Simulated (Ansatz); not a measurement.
Input of an Ansatz 0.2.0 run:

File input.yaml:

```yaml
crystal:
  lattice:
    - [0.0, 2.31, 2.31]
    - [2.31, 0.0, 2.31]
    - [2.31, 2.31, 0.0]
  atoms:
    - { symbol: Hf, position: [0.5, 0.5, 0.5] }
    - { symbol: B, position: [0.0, 0.0, 0.0] }
hamiltonian:
  xc: pbesol
  pseudopotentials: { kind: paw }
kpoints:
  mp_grid: { grid: [10, 10, 10] }
scf:
  occupations: { method: fermi_dirac, width: 0.05 }
output:
  forces: true
  stress: true
  eigenvalues: true
relax:
  f_tol: 0.01
  max_steps: 40
  cell: { stress_tol: 0.05, p_target: 5.0 }
```

Potentials or basis: Ansatz PAW.

The run is started by

```bash
$ ansatz run input.yaml --threads 2 --pin off --max-ram 5632MiB --backend cpu --events-out ev --progress --plain --runs-dir out
```

(1) What does it give for the relaxed cell?

(2) Estimate the space group after relaxing (to 0.05 Å).

(3) What does it give for the band gap on the k mesh?

(4) What does it give for the relaxed volume?

## Answers

(1) a = 3.355 Å, b = 3.355 Å, c = 3.355 Å, α = 60.00°, β = 60.00°, γ = 60.00°.

(2) Fm-3m (No. 225).

(3) none (metal or under the smearing width).

(4) 13.35 Å³/atom.

Caveat: the PAW data sets come from PBE, with cores solved anew for the run's functional, which leaves a small shift of forces and pressure.
